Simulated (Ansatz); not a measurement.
**C3H7BO2: one species, many methods**

How much do the methods differ for C3H7BO2? The plan is to run it at one geometry with functionals of several rungs and with coupled cluster. The yardstick is the atomisation energy at the CCSD(T) limit.

The runs use Ansatz 0.2.0, Gaussian basis; functionals in def2-TZVPP, the program's frozen cores in correlated methods.

Levels to be run: PBE-D4, r2SCAN-D4, PBE0-D4, B3LYP-D4, ωB97X-V, ωB97M-V, B2PLYP; CCSD(T)/def2-TZVPP; MP2/def2-QZVPP; extrapolation to the limit.

## (1) The geometry

The geometry comes from an earlier relaxation with PBE0-D4 in a triple-zeta def2 set; it is a stationary point, not always the lowest conformer.

SMILES `COC1(O)BC1`, 13 atoms, charge 0, spin multiplicity 1.

Atoms are counted from 1 here; the program's logs count them from 0.

Bond lengths: C1–O2 1.415 Å, C1–H7 1.096 Å, C1–H8 1.090 Å, C1–H9 1.093 Å, O2–C3 1.391 Å, C3–O4 1.383 Å, C3–B5 1.541 Å, C3–C6 1.518 Å, O4–H10 0.965 Å, B5–C6 1.535 Å, B5–H11 1.184 Å, C6–H12 1.089 Å, C6–H13 1.087 Å. Angles: O2–C1–H7 111.0°, O2–C1–H8 106.8°, O2–C1–H9 111.2°, H7–C1–H8 109.5°, H7–C1–H9 108.7°, H8–C1–H9 109.5°, C1–O2–C3 113.3°, O2–C3–O4 115.3°, O2–C3–B5 115.0°, O2–C3–C6 112.4°, O4–C3–B5 123.1°, O4–C3–C6 119.1°, B5–C3–C6 60.3°, C3–O4–H10 107.8°, C3–B5–C6 59.1°, C3–B5–H11 151.4°, C6–B5–H11 148.4°, C3–C6–B5 60.6° and more.

## (2) PBE-D4 (GGA)

File in.yaml:

```yaml
crystal:
  periodic: [false, false, false]
  atoms:
    - {symbol: C, position_ang: [-0.321665, -1.854261, 0.426820]}
    - {symbol: O, position_ang: [-0.299100, -0.504612, 0.850735]}
    - {symbol: C, position_ang: [0.310051, 0.349880, -0.063034]}
    - {symbol: O, position_ang: [1.656763, 0.122136, -0.279578]}
    - {symbol: B, position_ang: [-0.628467, 0.930861, -1.137677]}
    - {symbol: C, position_ang: [-0.186062, 1.778813, 0.063323]}
    - {symbol: H, position_ang: [-0.855059, -1.958393, -0.524540]}
    - {symbol: H, position_ang: [-0.841988, -2.419024, 1.199817]}
    - {symbol: H, position_ang: [0.691281, -2.247680, 0.306099]}
    - {symbol: H, position_ang: [2.132858, 0.387559, 0.517138]}
    - {symbol: H, position_ang: [-1.342800, 0.803543, -2.073333]}
    - {symbol: H, position_ang: [0.581755, 2.526255, -0.128650]}
    - {symbol: H, position_ang: [-0.877167, 2.050123, 0.857781]}
basis:
  gaussian: {orbitals: def2-TZVPP}
hamiltonian: {xc: pbe, dispersion: d4}
output: {forces: true, orbitals: {seedname: orbitals}}
```

Started as:

```sh
ansatz run in.yaml --threads 4 --pin off --events-out ev --progress --plain --max-ram 10444MiB
```

After this run come: r2SCAN-D4 (meta-GGA); PBE0-D4 (hybrid); B3LYP-D4 (hybrid); ωB97X-V (range-separated); ωB97M-V (range-separated); B2PLYP (double hybrid); CCSD(T) in def2-TZVPP; MP2 in def2-QZVPP.

Before running them: what should the planned runs give, taken together? Wanted: atomisation energy, CCSD(T)/CBS; farthest; mean size of error, hybrid; mean size of error, range-separated; gap, smallest and largest; T1 diagnostic; triples share of the correlation energy.

The runs gave:

| quantity | value |
| --- | --- |
| atomisation energy, CCSD(T)/CBS | 5058.7 kJ/mol |
| functionals within 25.3 kJ/mol (0.5 %) | B3LYP-D4 |
| farthest | PBE-D4 (+175.0 kJ/mol) |
| mean size of error, hybrid | 35.6 kJ/mol |
| mean size of error, range-separated | 34.5 kJ/mol |
| gap, smallest and largest | 2.96 eV (PBE-D4), 9.94 eV (ωB97X-V) |
| T1 diagnostic | 0.0130 |
| triples share of the correlation energy | 3.9 % |

In words: PBE-D4 is off by +175.0 kJ/mol. Double hybrids carry the basis error of their MP2 part in triple zeta, and no dispersion term here, so their miss is partly the set-up's. The reference freezes the cores and leaves out relativity and excitations past (T), so misses under about 25.3 kJ/mol can't be ranked. Hartree-Fock recovers 71 % of the binding; the rest is correlation. Orbital gaps span 3.0 to 9.9 eV; exact exchange widens them.
